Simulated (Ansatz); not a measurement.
# FH₅OSSi₂: one species, many methods

The task here is to estimate one member of a computed series from the others.

Program: Ansatz 0.2.0, Gaussian basis. Level of theory: functionals in def2-TZVPP, the program's frozen cores in correlated methods. These are calculated values, not measurements.

The runs, in order: LDA (SPW92), PBE-D4, revPBE-D4, BLYP-D4, r2SCAN-D4, B97M-V, PBE0-D4, B3LYP-D4, r2SCANh-D4, r2SCAN0-D4, HSE06-D4, BHLYP-D4, CAM-B3LYP-D4, LC-ωPBE, ωB97X-V, ωB97M-V, B2PLYP, PBE-QIDH; CCSD(T)/def2-SVP; CCSD(T)/def2-TZVPP; MP2/def2-QZVPP; extrapolation to the limit; RPA on PBE.

### Structure used throughout

The geometry comes from an earlier relaxation with PBE0-D4 in a triple-zeta def2 set; it is a stationary point, not always the lowest conformer.

SMILES `O[SiH2]S[SiH2]F`, 10 atoms, charge 0, spin multiplicity 1.

Atoms are counted from 1 here; the program's logs count them from 0.

Bond lengths: O1–Si2 1.639 Å, O1–H6 0.959 Å, Si2–S3 2.144 Å, Si2–H7 1.477 Å, Si2–H8 1.483 Å, S3–Si4 2.119 Å, Si4–F5 1.597 Å, Si4–H9 1.478 Å, Si4–H10 1.479 Å. Angles: Si2–O1–H6 118.1°, O1–Si2–S3 112.9°, O1–Si2–H7 105.2°, O1–Si2–H8 112.0°, S3–Si2–H7 110.6°, S3–Si2–H8 104.0°, H7–Si2–H8 112.3°, Si2–S3–Si4 98.0°, S3–Si4–F5 110.7°, S3–Si4–H9 107.7°, S3–Si4–H10 110.8°, F5–Si4–H9 107.6°, F5–Si4–H10 107.2°, H9–Si4–H10 112.8°.

Geometry (Å):

```mol
FH5OSSi2
  3D, bonds by distance, orders not assigned

 10  9  0  0  0  0  0  0  0  0999 V2000
   -2.0619    0.6803   -0.1610 O   0  0
   -0.8971    0.0173   -1.1044 Si  0  0
    1.0545    0.8051   -0.6966 S   0  0
    1.4518   -0.2888    1.0739 Si  0  0
    2.1039   -1.7050    0.7292 F   0  0
   -2.1563    1.6342   -0.1645 H   0  0
   -0.9427   -1.4309   -0.8153 H   0  0
   -1.1105    0.3116   -2.5420 H   0  0
    2.4392    0.4781    1.8627 H   0  0
    0.2023   -0.5528    1.8208 H   0  0
  1  2  8  0
  2  3  8  0
  3  4  8  0
  4  5  8  0
  1  6  8  0
  2  7  8  0
  2  8  8  0
  4  9  8  0
  4 10  8  0
M  END
```

Set-up of the first run:

File in.yaml:

```yaml
crystal:
  periodic: [false, false, false]
  atoms:
    - {symbol: O, position_ang: [-2.061918, 0.680251, -0.160988]}
    - {symbol: Si, position_ang: [-0.897054, 0.017278, -1.104402]}
    - {symbol: S, position_ang: [1.054521, 0.805071, -0.696595]}
    - {symbol: Si, position_ang: [1.451776, -0.288751, 1.073944]}
    - {symbol: F, position_ang: [2.103867, -1.705028, 0.729162]}
    - {symbol: H, position_ang: [-2.156326, 1.634192, -0.164533]}
    - {symbol: H, position_ang: [-0.942724, -1.430935, -0.815334]}
    - {symbol: H, position_ang: [-1.110541, 0.311584, -2.541968]}
    - {symbol: H, position_ang: [2.439213, 0.478055, 1.862740]}
    - {symbol: H, position_ang: [0.202284, -0.552818, 1.820773]}
basis:
  gaussian: {orbitals: def2-TZVPP}
hamiltonian: {xc: lda}
output: {orbitals: {seedname: orbitals}}
```

Run with:

```console
$ ansatz run in.yaml --threads 4 --pin off --events-out ev --progress --plain --max-ram 10444MiB
```

Steps of the session up to this table: LDA; PBE-D4 (GGA); revPBE-D4 (GGA); BLYP-D4 (GGA); r2SCAN-D4 (meta-GGA); B97M-V (meta-GGA); PBE0-D4 (hybrid); B3LYP-D4 (hybrid); r2SCANh-D4 (hybrid); r2SCAN0-D4 (hybrid); HSE06-D4 (hybrid); BHLYP-D4 (hybrid); CAM-B3LYP-D4 (range-separated); LC-ωPBE (range-separated); ωB97X-V (range-separated); ωB97M-V (range-separated); B2PLYP (double hybrid); PBE-QIDH (double hybrid).

One of the session's tables, all rows but one given; the rest of the session is left out.

It belongs to the step «Orbital energies across the functionals». 

```
  functional  HOMO (eV)  gap (eV)
 LDA (SPW92)      -6.99      5.61
      PBE-D4      -6.86      5.75
   revPBE-D4      -6.80      5.82
     BLYP-D4      -6.67      5.71
   r2SCAN-D4      -7.15      6.43
      B97M-V      -7.29      6.39
     PBE0-D4      -8.08      7.84
    B3LYP-D4      -7.81      7.37
  r2SCANh-D4      -7.61      7.17
  r2SCAN0-D4      -8.28      8.27
    HSE06-D4      -7.68      7.07
    BHLYP-D4          ?         ?
CAM-B3LYP-D4      -9.37     10.13
     LC-ωPBE     -10.79     12.71
     ωB97X-V     -10.42     12.21
     ωB97M-V     -10.27     11.75
```

**Question.** Estimate the row for BHLYP-D4.

Worked estimate for «HOMO (eV)». Against the share of exact exchange, BLYP-D4 (0, -6.67), B3LYP-D4 (0.2, -7.81) give a slope of -5.70 per unit share; at 0.5 the line stands at -9.52.

As computed: HOMO (eV): -9.14; gap (eV): 9.79. In «HOMO (eV)» the line misses by -0.38.
